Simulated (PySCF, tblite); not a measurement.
**C₆H₇ClGeO: geometry, infrared bands and NMR shifts**

What infrared bands and NMR shifts should C₆H₇ClGeO (`Cl/C=C1\C=CC=C1[O][GeH3]`) show?

Programs: tblite 0.8.0 and PySCF 2.14.0, with density-fitted response routines of our own. Each step states its level of theory. These are calculated values for one molecule in the gas phase, unless marked as measured. Atoms are numbered from 0 throughout.

## (1) Starting geometry

16 atoms, charge 0, multiplicity 1; geometry from: force field or distance geometry start.

Bonds of the start (Å): Cl0–C1 1.74, C1–C2 1.34, C2–C3 1.46, C3–C4 1.34, C4–C5 1.46, C5–C6 1.34, C6–O7 1.40, O7–Ge8 1.82, C6–C2 1.44, C1–H9 1.08, C3–H10 1.08, C4–H11 1.08, C5–H12 1.08, Ge8–H13 1.55, Ge8–H14 1.55, Ge8–H15 1.54.

## (2) Geometry optimisation with GFN2-xTB

The job: settings as JSON, then the geometry in Å.

```
{"job": {"kind": "relax", "xc": "GFN2-xTB", "basis": "xTB"}, "charge": 0, "multiplicity": 1}
Cl    -2.277300     3.313300    -0.576200
C     -0.876500     2.289600    -0.440200
C     -0.966800     0.980400    -0.154500
C     -2.198000     0.222300     0.050100
C     -1.848200    -1.044200     0.308100
C     -0.392600    -1.160200     0.252600
C      0.122300     0.041800    -0.019300
O      1.482200     0.369000    -0.142800
Ge     2.828100    -0.846100     0.038300
H      0.100400     2.730600    -0.564500
H     -3.217100     0.582200     0.029400
H     -2.542800    -1.853000     0.501400
H      0.168400    -2.068600     0.425900
H      2.659000    -1.967600    -1.019600
H      2.769500    -1.448600     1.461400
H      4.181900    -0.131900    -0.161500
```

Started as:

```bash
> OMP_NUM_THREADS=1 python probes_run.py task.json out
```

The driver reads the jobs from task.json and runs them one after another.

**Question.** This job is followed by: GFN2-xTB harmonic vibrations, gas phase; GIAO PBE0/pcSseg-1 NMR shielding, non-relativistic, gas phase. Predict these results of the whole session: strongest single infrared mode (GFN2-xTB); zero-point energy (GFN2-xTB); ¹³C shifts against TMS (PBE0/pcSseg-1); ¹H shifts against TMS (PBE0/pcSseg-1, means over atoms taken as alike); ³⁵Cl shifts against HCl (PBE0/pcSseg-1); ¹⁷O shifts against H2O (PBE0/pcSseg-1); ⁷³Ge shifts against GeMe4 (PBE0/pcSseg-1); surface potential, 1st and 99th percentile.

The runs gave:

| quantity | value |
| --- | --- |
| strongest single infrared mode (GFN2-xTB) | 2016 cm⁻¹, 489 km/mol |
| zero-point energy (GFN2-xTB) | 64.0 kcal/mol |
| ¹³C shifts against TMS (PBE0/pcSseg-1) | 164.0, 149.0, 141.3, 140.2, 114.1, 105.5 ppm |
| ¹H shifts against TMS (PBE0/pcSseg-1, means over atoms taken as alike) | 7.13, 6.43, 6.05, 5.12, 4.99 ppm |
| ³⁵Cl shifts against HCl (PBE0/pcSseg-1) | 223 ppm |
| ¹⁷O shifts against H2O (PBE0/pcSseg-1) | 81.2 ppm |
| ⁷³Ge shifts against GeMe4 (PBE0/pcSseg-1) | -84 ppm |
| surface potential, 1st and 99th percentile | -0.86 V and 1.46 V |

In words: Relaxing lowered the energy by 0.288 eV in 46 steps; the close pair that moved most is O7–Ge8, from 1.822 to 1.763 Å. All 42 modes are real, so the xTB geometry is a minimum. The strongest single mode, at 2016 cm⁻¹, moves mainly H14 and H13. Unscaled tight-binding wavenumbers are off by several per cent, some by more. Its intensities can rank the bands wrongly. At PBE0/pcSseg-1: The widest tensor belongs to Cl0: span 387 ppm, with a paramagnetic part of -418 ppm. At PBE0/pcSseg-1, counted by nearest atom on the grid, the HOMO lies on C3 26 %; C5, C6 about 19 % each, the LUMO on C1 28 %; C2, C4, C6 about 12 % each. Spin-orbit coupling is left out, which matters for shieldings and couplings at and beside the heavy atoms.
